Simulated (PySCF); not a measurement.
# C4H9BS: electronic excitations at several levels of theory

Aim: compute the electronic excitations of C4H9BS (`C#C[BH2-][S+](C)C`) at several levels, and see how far they spread and what each costs.

The runs use PySCF 2.14.0, with density-fitted response routines of our own; the level of theory stands in each step. All values are computed, except where a source is named. Atoms count from 0, in the outputs and in this text.

### Step 1. Starting geometry

15 atoms, charge 0, multiplicity 1; geometry from: GFN2-xTB.

Bonds of the start (Å): C0–C1 1.20, C1–B2 1.54, B2–S3 2.01, S3–C4 1.82, S3–C5 1.82, C0–H6 1.05, B2–H7 1.19, B2–H8 1.19, C4–H9 1.09, C4–H10 1.09, C4–H11 1.09, C5–H12 1.08, C5–H13 1.09, C5–H14 1.09.

### Step 2. Relaxing the molecule at PBE0-D3(BJ)/def2-SVP

The job: settings as JSON, then the geometry in Å.

```
{"job": {"xc": "PBE0", "basis": "def2-SVP", "d3": "d3bj", "grid": 1, "kind": "geom"}, "charge": 0, "multiplicity": 1}
C      1.816262    -0.604377    -1.528864
C      1.615128    -0.302324    -0.381863
B      1.289942     0.088284     1.073537
S     -0.705084     0.361267     1.116732
C     -1.275017    -1.177445     0.336597
C     -0.925982     1.476912    -0.300133
H      2.034461    -0.871273    -2.523905
H      1.709626     1.148988     1.404523
H      1.455875    -0.780024     1.867033
H     -1.205948    -1.961669     1.083222
H     -2.305837    -1.056653     0.018805
H     -0.623561    -1.406598    -0.503061
H     -0.623662     2.468145     0.020964
H     -1.971641     1.483747    -0.590976
H     -0.288975     1.141011    -1.114523
```

Output:

```text
step   0  E = -580.19583780  max force = 0.026701
step   1  E = -580.19969094  max force = 0.003774
step   2  E = -580.19981597  max force = 0.001174
step   3  E = -580.19986121  max force = 0.000921
step   4  E = -580.19989963  max force = 0.000839
step   5  E = -580.19991310  max force = 0.000828
step   6  E = -580.19991630  max force = 0.000399
optimisation converged
```

Wall time 47 s (1 thread, shared host).

Step by step:

```
step  energy from step 0 (eV)  largest force component (eV/Å)
   0                   0.0000                          1.3730
   1                  -0.1048                          0.1941
   2                  -0.1083                          0.0604
   3                  -0.1095                          0.0474
   4                  -0.1105                          0.0431
   5                  -0.1109                          0.0426
   6                  -0.1110                          0.0205
```

Distances of close pairs at the start and the end, largest changes first:

```
 bond  before (Å)  after (Å)  change (Å)
B2–S3       2.014      1.971      -0.043
B2–H7       1.188      1.221      +0.033
B2–H8       1.188      1.221      +0.033
C0–H6       1.053      1.075      +0.022
S3–C4       1.817      1.799      -0.018
S3–C5       1.817      1.799      -0.018
C0–C1       1.203      1.220      +0.017
C1–B2       1.542      1.557      +0.016
```

The final coordinates are the input of the step that follows.

```
                         at the end point                value
  point group (found at 0.08 Å tolerance)                   Cs
rotational constants (GHz, main isotopes)  3.971, 1.916, 1.883
                        dipole moment (D)                 4.83
```

### Step 3. Ultraviolet spectrum: HF/def2-SVPD

The job: settings as JSON, then the geometry in Å.

```
{"job": {"kind": "uv", "xc": "HF", "basis": "def2-SVPD", "ip": true}, "charge": 0, "multiplicity": 1}
C      1.852139    -0.498403    -1.456163
C      1.598388    -0.190393    -0.303070
B      1.207463     0.208599     1.150538
S     -0.744115     0.483807     1.172788
C     -1.397736    -1.031155     0.456135
C     -1.030300     1.634671    -0.180039
H      2.117744    -0.772670    -2.460650
H      1.617552     1.294836     1.526911
H      1.345833    -0.665009     1.991639
H     -1.235139    -1.825508     1.196357
H     -2.472932    -0.914733     0.265679
H     -0.843462    -1.263770    -0.464791
H     -0.626433     2.604025     0.140243
H     -2.108990     1.724159    -0.365303
H     -0.491054     1.284893    -1.072376
```

Level: TDDFT HF/def2-SVPD, vertical, gas phase, core orbitals frozen in the response.

Output:

```text
final grid: 116136 points
cycle   1  E = -578.5152953011  dE =  8.533e-01  |g| = 4.679e-01  |ddm| = 5.573e+00
cycle   2  E = -578.5949347672  dE = -7.964e-02  |g| = 1.883e-01  |ddm| = 1.504e+00
cycle   3  E = -578.6048788611  dE = -9.944e-03  |g| = 6.790e-02  |ddm| = 5.310e-01
cycle   4  E = -578.6064999400  dE = -1.621e-03  |g| = 2.300e-02  |ddm| = 2.789e-01
cycle   5  E = -578.6066494217  dE = -1.495e-04  |g| = 4.861e-03  |ddm| = 4.616e-02
cycle   6  E = -578.6066623869  dE = -1.297e-05  |g| = 1.299e-03  |ddm| = 2.009e-02
cycle   7  E = -578.6066636959  dE = -1.309e-06  |g| = 5.160e-04  |ddm| = 4.709e-03
cycle   8  E = -578.6066639493  dE = -2.534e-07  |g| = 2.154e-04  |ddm| = 2.145e-03
cycle   9  E = -578.6066640244  dE = -7.504e-08  |g| = 1.086e-04  |ddm| = 7.807e-04
cycle  10  E = -578.6066640486  dE = -2.425e-08  |g| = 3.616e-05  |ddm| = 4.992e-04
cycle  11  E = -578.6066640509  dE = -2.312e-09  |g| = 8.120e-06  |ddm| = 2.030e-04
cycle  12  E = -578.6066640510  dE = -7.367e-11  |g| = 2.259e-06  |ddm| = 4.088e-05
converged SCF energy = -578.6066640510

Static polarisability (au): isotropic 81.083, principal 75.845 78.351 89.052

Singlet excitations
state   eV       nm        f      main configurations
  1   5.6153    220.8   0.00031   H->L+7 0.42, H->L+10 0.10
  2   6.2299    199.0   0.00396   H-1->L+7 0.27, H->L+9 0.25
  3   6.3577    195.0   0.00174   H-1->L+9 0.48, H-1->L+11 0.10
  4   7.8142    158.7   0.01930   H->L+3 0.33, H->L+1 0.26, H->L 0.14
  5   7.9061    156.8   0.01937   H-2->L+2 0.23, H-1->L+2 0.16, H-2->L+11 0.13
  6   8.0174    154.6   0.04707   H-1->L+1 0.33, H-1->L+3 0.28, H-1->L 0.14
  7   8.4575    146.6   0.31942   H-1->L 0.36, H-2->L 0.33
  8   8.6230    143.8   0.02489   H->L+4 0.40, H->L 0.16, H->L+1 0.14
  9   8.7916    141.0   0.07512   H->L+2 0.62
 10   8.8968    139.4   0.05369   H-1->L+1 0.25, H-1->L+3 0.21, H-2->L+1 0.10

Triplet excitations (Tamm-Dancoff, eV): 4.4180 5.2127 5.3035 6.1687
Vertical ionisation energy (delta-SCF) = 8.2021 eV
```

Wall time 23 s (1 thread, shared host).

Frontier orbitals and where they lie:

```
orbital      eV                      atoms
 HOMO−3  -12.52  B2 25 %, S3 24 %, H7 12 %
 HOMO−2  -11.64    S3 52 %, B2 9 %, C5 9 %
 HOMO−1   -9.94  C0 37 %, C1 36 %, S3 11 %
   HOMO   -9.76  C0 38 %, C1 36 %, B2 10 %
   LUMO    1.96  S3 52 %, B2 14 %, H13 6 %
 LUMO+1    2.47   S3 62 %, C0 7 %, H13 5 %
 LUMO+2    2.49   S3 68 %, H9 6 %, H12 6 %
```

With each of the 10 states as a Gaussian band of 0.4 eV half-width at 1/e, the curve within the window shown has maxima at 198 nm (ε 230), 146 nm (ε 17,000) L/(mol cm). Beyond the last state computed it falls off for lack of states. The curve at chosen wavelengths:

```csv
nm,ε (L/mol/cm)
135,2883
139,8585
144,16076
148,15883
153,9436
157,5298
162,2336
166,974
171,225
175,56
180,28
184,59
189,133
193,193
198,227
202,208
207,150
211,100
216,55
220,34
225,19
229,13
234,8
238,5
243,3
247,1
```

Ground-state properties from the same run:

```
           property  computed
  dipole moment (D)      4.90
polarisability (Å³)     12.02
 HOMO–LUMO gap (eV)     11.72
      −ε(HOMO) (eV)      9.76
```

### Step 4. Excited states and response: LDA/def2-SVPD

The job, as its differences from that of step 3:

```diff
@@ -1,2 +1,2 @@
-{"job": {"kind": "uv", "xc": "HF", "basis": "def2-SVPD", "ip": true}, "charge": 0, "multiplicity": 1}
+{"job": {"kind": "uv", "xc": "LDA", "basis": "def2-SVPD", "ip": true}, "charge": 0, "multiplicity": 1}
 C      1.852139    -0.498403    -1.456163
```

Method: TDDFT LDA/def2-SVPD, vertical, gas phase, core orbitals frozen in the response.

Output:

```text
coarse grid: 12640 points
cycle   1  E = -577.2164567425  dE =  2.733e-01  |g| = 6.140e-01  |ddm| = 9.727e+00
cycle   2  E = -576.9868427791  dE =  2.296e-01  |g| = 1.055e+00  |ddm| = 3.523e+00
cycle   3  E = -577.2969159616  dE = -3.101e-01  |g| = 3.831e-01  |ddm| = 2.751e+00
cycle   4  E = -577.3341872026  dE = -3.727e-02  |g| = 7.386e-02  |ddm| = 5.927e-01
cycle   5  E = -577.3354315504  dE = -1.244e-03  |g| = 3.367e-02  |ddm| = 2.408e-01
cycle   6  E = -577.3358049700  dE = -3.734e-04  |g| = 6.012e-03  |ddm| = 8.275e-02
cycle   7  E = -577.3358153883  dE = -1.042e-05  |g| = 1.638e-03  |ddm| = 2.146e-02
cycle   8  E = -577.3358161705  dE = -7.822e-07  |g| = 3.906e-04  |ddm| = 4.485e-03
final grid: 116136 points
cycle   9  E = -577.4324982102  dE = -4.845e-05  |g| = 3.481e-03  |ddm| = 1.578e-01
cycle  10  E = -577.4324916093  dE =  6.601e-06  |g| = 6.088e-03  |ddm| = 1.220e-02
cycle  11  E = -577.4325002438  dE = -8.635e-06  |g| = 2.107e-03  |ddm| = 8.507e-03
cycle  12  E = -577.4325013275  dE = -1.084e-06  |g| = 6.746e-04  |ddm| = 3.490e-03
cycle  13  E = -577.4325014471  dE = -1.195e-07  |g| = 1.206e-04  |ddm| = 1.119e-03
cycle  14  E = -577.4325014517  dE = -4.637e-09  |g| = 2.110e-05  |ddm| = 3.215e-04
cycle  15  E = -577.4325014518  dE = -1.116e-10  |g| = 8.207e-06  |ddm| = 6.283e-05
converged SCF energy = -577.4325014518

Static polarisability (au): isotropic 90.410, principal 82.702 87.402 101.127

Singlet excitations
state   eV       nm        f      main configurations
  1   5.2459    236.3   0.00890   H->L 0.97
  2   5.3484    231.8   0.00041   H->L+1 0.99
  3   5.5484    223.5   0.00059   H-1->L 0.99
  4   5.8059    213.5   0.00096   H->L+2 0.95
  5   5.8270    212.8   0.00009   H->L+3 0.96
  6   5.9262    209.2   0.06464   H-1->L+1 0.66, H-1->L+2 0.25
  7   6.2076    199.7   0.00624   H-1->L+3 0.97
  8   6.2777    197.5   0.00721   H-1->L+2 0.64, H->L+4 0.21, H-1->L+1 0.11
  9   6.6663    186.0   0.00052   H->L+5 0.96
 10   6.7147    184.6   0.00946   H-1->L+4 0.88

Triplet excitations (Tamm-Dancoff, eV): 5.0347 5.1415 5.2045 5.4705
Vertical ionisation energy (delta-SCF) = 9.0985 eV
```

Run time: 71 s. Hardware: 1 thread, shared host.

Key values: HOMO -6.01 eV, LUMO -0.83 eV; lowest singlet 5.25 eV.

### Step 5. Ultraviolet spectrum: PBE/def2-SVPD

The job, as its differences from that of step 4:

```diff
@@ -1,2 +1,2 @@
-{"job": {"kind": "uv", "xc": "LDA", "basis": "def2-SVPD", "ip": true}, "charge": 0, "multiplicity": 1}
+{"job": {"kind": "uv", "xc": "PBE", "basis": "def2-SVPD", "ip": true}, "charge": 0, "multiplicity": 1}
 C      1.852139    -0.498403    -1.456163
```

With the program's defaults for keys left out, this is: TDDFT PBE/def2-SVPD, vertical, gas phase, core orbitals frozen in the response.

Output:

```text
coarse grid: 12640 points
cycle   1  E = -579.9340611479  dE =  2.836e-01  |g| = 5.962e-01  |ddm| = 8.624e+00
cycle   2  E = -579.7232554097  dE =  2.108e-01  |g| = 1.013e+00  |ddm| = 3.441e+00
cycle   3  E = -580.0119295615  dE = -2.887e-01  |g| = 3.720e-01  |ddm| = 2.544e+00
cycle   4  E = -580.0470487630  dE = -3.512e-02  |g| = 7.099e-02  |ddm| = 5.495e-01
cycle   5  E = -580.0482317979  dE = -1.183e-03  |g| = 3.128e-02  |ddm| = 2.319e-01
cycle   6  E = -580.0485592681  dE = -3.275e-04  |g| = 5.508e-03  |ddm| = 8.186e-02
cycle   7  E = -580.0485680216  dE = -8.753e-06  |g| = 1.585e-03  |ddm| = 1.757e-02
final grid: 116136 points
cycle   8  E = -580.1370546198  dE = -3.628e-05  |g| = 1.305e-02  |ddm| = 1.877e-01
cycle   9  E = -580.1369712421  dE =  8.338e-05  |g| = 2.161e-02  |ddm| = 5.813e-02
cycle  10  E = -580.1370960324  dE = -1.248e-04  |g| = 4.761e-03  |ddm| = 3.590e-02
cycle  11  E = -580.1371020693  dE = -6.037e-06  |g| = 1.281e-03  |ddm| = 6.959e-03
cycle  12  E = -580.1371025197  dE = -4.504e-07  |g| = 1.735e-04  |ddm| = 2.614e-03
cycle  13  E = -580.1371025286  dE = -8.912e-09  |g| = 5.426e-05  |ddm| = 4.592e-04
cycle  14  E = -580.1371025295  dE = -8.952e-10  |g| = 1.251e-05  |ddm| = 1.427e-04
converged SCF energy = -580.1371025295

Static polarisability (au): isotropic 88.985, principal 81.392 85.977 99.585

Singlet excitations
state   eV       nm        f      main configurations
  1   5.2188    237.6   0.00709   H->L 0.98
  2   5.3420    232.1   0.00024   H->L+1 0.99
  3   5.4966    225.6   0.00062   H-1->L 1.00
  4   5.7364    216.1   0.00137   H->L+2 0.99
  5   5.8126    213.3   0.04842   H-1->L+1 0.73, H-1->L+2 0.21
  6   5.8731    211.1   0.00005   H->L+3 0.99
  7   6.1690    201.0   0.02009   H-1->L+2 0.46, H-1->L+3 0.39, H->L+4 0.08
  8   6.2553    198.2   0.00255   H-1->L+3 0.58, H-1->L+2 0.20, H->L+4 0.15
  9   6.5590    189.0   0.00066   H->L+5 0.99
 10   6.6866    185.4   0.01076   H-1->L+4 0.82, H->L+6 0.17

Triplet excitations (Tamm-Dancoff, eV): 4.9153 5.0615 5.1138 5.4099
Vertical ionisation energy (delta-SCF) = 8.9209 eV
```

Run time: 96 s. Hardware: 1 thread, shared host.

Key values: HOMO -5.86 eV, LUMO -0.69 eV; lowest singlet 5.22 eV.

### Step 6. Ultraviolet spectrum: B3LYP/def2-SVPD

The job, as its differences from that of step 5:

```diff
@@ -1,2 +1,2 @@
-{"job": {"kind": "uv", "xc": "PBE", "basis": "def2-SVPD", "ip": true}, "charge": 0, "multiplicity": 1}
+{"job": {"kind": "uv", "xc": "B3LYP", "basis": "def2-SVPD", "ip": true}, "charge": 0, "multiplicity": 1}
 C      1.852139    -0.498403    -1.456163
```

Level: TDDFT B3LYP/def2-SVPD, vertical, gas phase, core orbitals frozen in the response.

Output:

```text
coarse grid: 12640 points
cycle   1  E = -580.4549603172  dE =  3.570e-01  |g| = 4.586e-01  |ddm| = 8.880e+00
cycle   2  E = -580.4110212191  dE =  4.394e-02  |g| = 6.024e-01  |ddm| = 2.387e+00
cycle   3  E = -580.5129685993  dE = -1.019e-01  |g| = 2.027e-01  |ddm| = 1.344e+00
cycle   4  E = -580.5230463573  dE = -1.008e-02  |g| = 4.179e-02  |ddm| = 3.071e-01
cycle   5  E = -580.5234851276  dE = -4.388e-04  |g| = 1.317e-02  |ddm| = 9.635e-02
cycle   6  E = -580.5235424496  dE = -5.732e-05  |g| = 2.432e-03  |ddm| = 3.869e-02
cycle   7  E = -580.5235440845  dE = -1.635e-06  |g| = 6.876e-04  |ddm| = 7.401e-03
final grid: 116136 points
cycle   8  E = -580.5989774856  dE = -3.967e-05  |g| = 3.793e-03  |ddm| = 1.500e-01
cycle   9  E = -580.5989751084  dE =  2.377e-06  |g| = 4.889e-03  |ddm| = 1.579e-02
cycle  10  E = -580.5989811849  dE = -6.077e-06  |g| = 1.125e-03  |ddm| = 8.005e-03
cycle  11  E = -580.5989815069  dE = -3.220e-07  |g| = 3.346e-04  |ddm| = 1.760e-03
cycle  12  E = -580.5989815346  dE = -2.775e-08  |g| = 8.903e-05  |ddm| = 6.614e-04
cycle  13  E = -580.5989815370  dE = -2.328e-09  |g| = 1.608e-05  |ddm| = 2.315e-04
cycle  14  E = -580.5989815370  dE = -7.276e-11  |g| = 4.727e-06  |ddm| = 5.809e-05
converged SCF energy = -580.5989815370

Static polarisability (au): isotropic 86.593, principal 79.813 83.747 96.220

Singlet excitations
state   eV       nm        f      main configurations
  1   5.6677    218.8   0.00064   H->L 0.51, H->L+2 0.34
  2   5.9471    208.5   0.00019   H->L+1 0.78, H-1->L 0.09
  3   6.1338    202.1   0.00203   H-1->L+1 0.91
  4   6.2526    198.3   0.00203   H->L+2 0.52, H->L 0.44
  5   6.2917    197.1   0.06957   H-1->L 0.49, H->L+1 0.20, H->L+5 0.17
  6   6.5232    190.1   0.00427   H-1->L+2 0.56, H-1->L 0.31
  7   6.6597    186.2   0.00136   H->L+3 0.85, H->L+2 0.10
  8   6.7702    183.1   0.00029   H-1->L+5 0.79
  9   6.9228    179.1   0.02301   H-1->L+3 0.80, H-1->L+2 0.13
 10   7.0891    174.9   0.00508   H->L+4 0.76, H->L+6 0.17

Triplet excitations (Tamm-Dancoff, eV): 5.0214 5.2670 5.4732 5.9723
Vertical ionisation energy (delta-SCF) = 9.1154 eV
```

Run time: 78 s. Hardware: 1 thread, shared host.

In short: HOMO -6.83 eV, LUMO -0.07 eV; lowest singlet 5.67 eV.

### Step 7. Excited states and response: PBE0/def2-SVPD

The job, as its differences from that of step 6:

```diff
@@ -1,2 +1,2 @@
-{"job": {"kind": "uv", "xc": "B3LYP", "basis": "def2-SVPD", "ip": true}, "charge": 0, "multiplicity": 1}
+{"job": {"kind": "uv", "xc": "PBE0", "basis": "def2-SVPD", "ip": true}, "charge": 0, "multiplicity": 1}
 C      1.852139    -0.498403    -1.456163
```

With the program's defaults for keys left out, this is: TDDFT PBE0/def2-SVPD, vertical, gas phase, core orbitals frozen in the response.

Output:

```text
coarse grid: 12640 points
cycle   1  E = -580.0769714619  dE =  3.830e-01  |g| = 4.207e-01  |ddm| = 7.209e+00
cycle   2  E = -580.0518851693  dE =  2.509e-02  |g| = 5.195e-01  |ddm| = 2.084e+00
cycle   3  E = -580.1271820935  dE = -7.530e-02  |g| = 1.775e-01  |ddm| = 1.121e+00
cycle   4  E = -580.1348516633  dE = -7.670e-03  |g| = 3.602e-02  |ddm| = 2.684e-01
cycle   5  E = -580.1351871340  dE = -3.355e-04  |g| = 1.021e-02  |ddm| = 7.905e-02
cycle   6  E = -580.1352217868  dE = -3.465e-05  |g| = 1.821e-03  |ddm| = 3.053e-02
cycle   7  E = -580.1352226817  dE = -8.949e-07  |g| = 5.439e-04  |ddm| = 5.604e-03
final grid: 116136 points
cycle   8  E = -580.2015888205  dE = -3.335e-05  |g| = 7.743e-03  |ddm| = 1.182e-01
cycle   9  E = -580.2015836715  dE =  5.149e-06  |g| = 8.917e-03  |ddm| = 2.966e-02
cycle  10  E = -580.2016051305  dE = -2.146e-05  |g| = 7.428e-04  |ddm| = 1.491e-02
cycle  11  E = -580.2016052775  dE = -1.470e-07  |g| = 2.763e-04  |ddm| = 1.959e-03
cycle  12  E = -580.2016052915  dE = -1.396e-08  |g| = 1.429e-04  |ddm| = 5.005e-04
cycle  13  E = -580.2016052971  dE = -5.609e-09  |g| = 2.691e-05  |ddm| = 2.444e-04
cycle  14  E = -580.2016052973  dE = -2.308e-10  |g| = 5.840e-06  |ddm| = 8.280e-05
converged SCF energy = -580.2016052973

Static polarisability (au): isotropic 85.783, principal 79.009 82.988 95.351

Singlet excitations
state   eV       nm        f      main configurations
  1   5.7585    215.3   0.00063   H->L 0.48, H->L+2 0.36
  2   6.1548    201.4   0.00022   H->L+1 0.61, H-1->L 0.15, H-1->L+2 0.09
  3   6.3437    195.4   0.00259   H-1->L+1 0.84, H-1->L+5 0.08
  4   6.5140    190.3   0.07002   H->L+1 0.37, H-1->L 0.30, H->L+5 0.17
  5   6.5617    189.0   0.00214   H->L+2 0.51, H->L 0.44
  6   6.8260    181.6   0.01615   H-1->L+2 0.50, H-1->L 0.42
  7   6.8982    179.7   0.00071   H-1->L+5 0.63, H->L+3 0.09, H-1->L+1 0.09
  8   6.9508    178.4   0.00107   H->L+3 0.81, H-1->L+5 0.09
  9   7.2111    171.9   0.03047   H-1->L+3 0.81, H-1->L+2 0.10
 10   7.3690    168.3   0.00647   H->L+4 0.70, H->L+6 0.19

Triplet excitations (Tamm-Dancoff, eV): 4.9541 5.2692 5.4691 6.1039
Vertical ionisation energy (delta-SCF) = 9.1047 eV
```

It took 76 s on 1 thread, shared host.

Key values: HOMO -7.05 eV, LUMO 0.19 eV; lowest singlet 5.76 eV.

### Step 8. TDDFT and polarisability: BHandHLYP/def2-SVPD

The job, as its differences from that of step 7:

```diff
@@ -1,2 +1,2 @@
-{"job": {"kind": "uv", "xc": "PBE0", "basis": "def2-SVPD", "ip": true}, "charge": 0, "multiplicity": 1}
+{"job": {"kind": "uv", "xc": "BHandHLYP", "basis": "def2-SVPD", "ip": true}, "charge": 0, "multiplicity": 1}
 C      1.852139    -0.498403    -1.456163
```

Method: TDDFT BHandHLYP/def2-SVPD, vertical, gas phase, core orbitals frozen in the response.

Output:

```text
coarse grid: 12640 points
cycle   1  E = -580.3514960351  dE =  5.190e-01  |g| = 3.590e-01  |ddm| = 7.225e+00
cycle   2  E = -580.3725988725  dE = -2.110e-02  |g| = 2.935e-01  |ddm| = 1.672e+00
cycle   3  E = -580.3956022158  dE = -2.300e-02  |g| = 1.099e-01  |ddm| = 6.333e-01
cycle   4  E = -580.3982883804  dE = -2.686e-03  |g| = 4.162e-02  |ddm| = 2.050e-01
cycle   5  E = -580.3987504584  dE = -4.621e-04  |g| = 4.618e-03  |ddm| = 8.633e-02
cycle   6  E = -580.3987577259  dE = -7.267e-06  |g| = 9.376e-04  |ddm| = 1.571e-02
final grid: 116136 points
cycle   7  E = -580.4479651535  dE = -1.820e-05  |g| = 1.980e-03  |ddm| = 8.660e-02
cycle   8  E = -580.4479655041  dE = -3.506e-07  |g| = 1.809e-03  |ddm| = 9.287e-03
cycle   9  E = -580.4479663672  dE = -8.631e-07  |g| = 3.673e-04  |ddm| = 3.195e-03
cycle  10  E = -580.4479663973  dE = -3.014e-08  |g| = 2.199e-04  |ddm| = 7.950e-04
cycle  11  E = -580.4479664136  dE = -1.621e-08  |g| = 4.003e-05  |ddm| = 3.965e-04
cycle  12  E = -580.4479664147  dE = -1.186e-09  |g| = 1.577e-05  |ddm| = 1.441e-04
cycle  13  E = -580.4479664150  dE = -2.915e-10  |g| = 4.470e-06  |ddm| = 5.805e-05
converged SCF energy = -580.4479664150

Static polarisability (au): isotropic 83.673, principal 77.640 80.952 92.426

Singlet excitations
state   eV       nm        f      main configurations
  1   5.8011    213.7   0.00060   H->L+4 0.36, H->L+2 0.24, H->L 0.12
  2   6.2939    197.0   0.00820   H->L+8 0.25, H-1->L+4 0.19, H-1->L+2 0.15
  3   6.5185    190.2   0.00274   H-1->L+8 0.53, H-1->L+1 0.22, H-1->L+6 0.08
  4   7.0957    174.7   0.00662   H->L 0.56, H->L+2 0.24, H->L+3 0.11
  5   7.1879    172.5   0.00414   H-1->L+1 0.45, H-2->L+1 0.20, H-1->L+6 0.13
  6   7.2647    170.7   0.05583   H->L+1 0.86
  7   7.3023    169.8   0.04526   H-1->L 0.65, H-1->L+2 0.22
  8   7.6939    161.1   0.01327   H->L+2 0.37, H->L+3 0.26, H->L+4 0.18
  9   7.7522    159.9   0.11040   H-1->L+2 0.33, H-2->L 0.17, H-1->L+4 0.17
 10   7.8032    158.9   0.00515   H->L+3 0.41, H->L+4 0.17, H->L+5 0.17

Triplet excitations (Tamm-Dancoff, eV): 4.9613 5.3461 5.5070 6.2362
Vertical ionisation energy (delta-SCF) = 9.1131 eV
```

Wall time 74 s (1 thread, shared host).

In short: HOMO -8.11 eV, LUMO 0.68 eV; lowest singlet 5.80 eV.

### Step 9. Comparing the runs: electronic excitations

Excitations and ground-state properties, with basis size and wall time:

```
                run  lowest singlet (eV)  brightest (eV)      f  gap (eV)  α (Å³)  μ (D)  functions  time
       HF/def2-SVPD                 5.62            8.46  0.319     11.72   12.02   4.90        199  23 s
      LDA/def2-SVPD                 5.25            5.93  0.065      5.18   13.40   4.57        199  71 s
      PBE/def2-SVPD                 5.22            5.81  0.048      5.17   13.19   4.59        199  96 s
    B3LYP/def2-SVPD                 5.67            6.29  0.070      6.76   12.83   4.67        199  78 s
     PBE0/def2-SVPD                 5.76            6.51  0.070      7.24   12.71   4.69        199  76 s
BHandHLYP/def2-SVPD                 5.80            7.75  0.110      8.80   12.40   4.76        199  74 s
```

### Step 10. What came out

| quantity | value |
| --- | --- |
| point group | Cs |
| rotational constants (main isotopes) | 3.97, 1.92, 1.88 GHz |
| lowest singlet (HF/def2-SVPD) | 5.62 eV (221 nm), f = 0.000 |
| brightest single state of those computed | state 7, 8.46 eV, f = 0.319 |
| lowest triplet | 4.42 eV |
| vertical ionisation energy (ΔSCF) | 8.20 eV |
| range of the lowest singlet | 5.22 to 5.80 eV |

In words: Single values in the summary come from the first run of each kind that ended normally (HF/def2-SVPD), which need not be the best level. Over 6 steps the energy fell by 0.111 eV; of the bonded pairs, B2–S3 changed most, 2.014 to 1.971 Å. The lowest singlet, at 5.62 eV, is HOMO→LUMO+7 0.42, HOMO→LUMO+10 0.10 and is dark; of the 10 states computed, the strongest absorption comes from state 7 at 8.46 eV. The lowest triplet lies 1.20 eV below the lowest singlet (triplets in Tamm-Dancoff, singlets in full TDDFT). At HF/def2-SVPD, the highest states lie near or above the ionisation energy, where they hang on the basis. The orbital energy would give 9.76 eV for ionisation, ΔSCF gives 8.20 eV. The lowest singlet runs from 5.22 eV (PBE/def2-SVPD) to 5.80 eV (BHandHLYP/def2-SVPD), while the orbital gap spans 5.17 to 11.72 eV: the excitation energy moves far less from run to run than the orbital gap does. The lowest state need not be the same one in every run. The runs solved for a few states only, so the brightest column depends on that window.
